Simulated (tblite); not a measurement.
# Be9H25O8S13: the cost of one run

Programs: tblite 0.8.0 and PySCF 2.14.0, with routines of our own; each step states its level. All values are computed. Atoms count from 0.

## 1. The starting structure

55 atoms, charge 1, multiplicity 1; geometry from: force field, distance geometry or constructed start.

## 2. Geometry optimisation with GFN2-xTB

The job: settings as JSON, then the geometry in Å.

```
{"job": {"kind": "relax", "xc": "GFN2-xTB", "basis": "xTB"}, "charge": 1, "multiplicity": 1}
Be     0.123000    -0.077200     3.925500
Be     0.114900    -0.072800    -1.703200
Be    -1.598500    -1.071800     1.116400
Be    -1.604400    -3.053300    -1.702500
Be     0.117100     1.911500     1.118800
Be    -3.328800     1.912200     1.112800
Be     1.840000    -1.067800     1.112100
Be     1.843300    -3.055000    -1.694800
Be     1.842600     2.904700    -1.696700
S     -1.606500    -1.070300     3.225800
S      0.116000     1.911500     3.222100
S      1.837400    -1.071500     3.224200
S     -1.607100    -1.068800    -2.394200
S      0.120300    -0.076000     0.409800
S      0.115900     1.917800    -2.399000
S      1.838000    -1.068900    -2.392900
S     -3.325100    -0.073500     0.413400
S     -1.604800    -3.061100     0.411500
S      0.117500    -4.050000    -2.396700
S     -1.600900     2.907700     0.415200
S      1.837600     2.910600     0.414000
S      1.839000    -3.056200     0.412300
H      0.121500    -4.047200    -3.772600
H      1.240700     2.559000     3.682700
H     -1.603200    -1.066900    -3.778300
H     -4.458400    -0.726900     0.875000
H     -1.603000    -2.368300     3.683500
H      1.839300    -1.068900    -3.778000
H     -2.729900    -3.707800     0.870500
H      0.119200     1.913100    -3.775800
H      2.970300    -0.418400     3.683100
H      1.838000     4.209200     0.872700
H      2.965700    -3.708100     0.870600
H     -1.601600     4.206600     0.876200
O     -3.324300     1.914500     2.732100
H     -3.325000     2.835600     3.088900
H     -4.123700     1.452500     3.087700
O     -2.925500    -3.818900    -2.238900
H     -3.216300    -3.461700    -3.106900
H     -2.761900    -4.783300    -2.353900
O      1.839800     4.431900    -2.232500
H      2.766500     4.764600    -2.351400
H      1.384500     4.505400    -3.110400
O      3.165200    -0.306300     0.573600
H      3.449900     0.395400     1.210800
H      3.912100    -0.933600     0.453200
O      3.165000     2.143300    -2.236900
H      3.187600     2.131200    -3.220800
H      3.986800     2.589300    -1.920900
O      3.164500    -3.820700    -2.234300
H      2.963700    -4.790100    -2.102800
O      0.124700    -0.074100     5.546800
H     -0.731500     0.369100     5.795300
O     -4.651600     2.674800     0.572400
H     -4.570000     2.638500    -0.409600
```

On the command line:

```
> OMP_NUM_THREADS=4 python large_run.py task.json out
```

The driver reads the jobs from task.json and runs them one after another.

**Question.** How long does this first job take on 4 threads of Arm Neoverse N1, shared host, and how much memory does it need?

About 33 s, with a peak of 0.16 GiB.
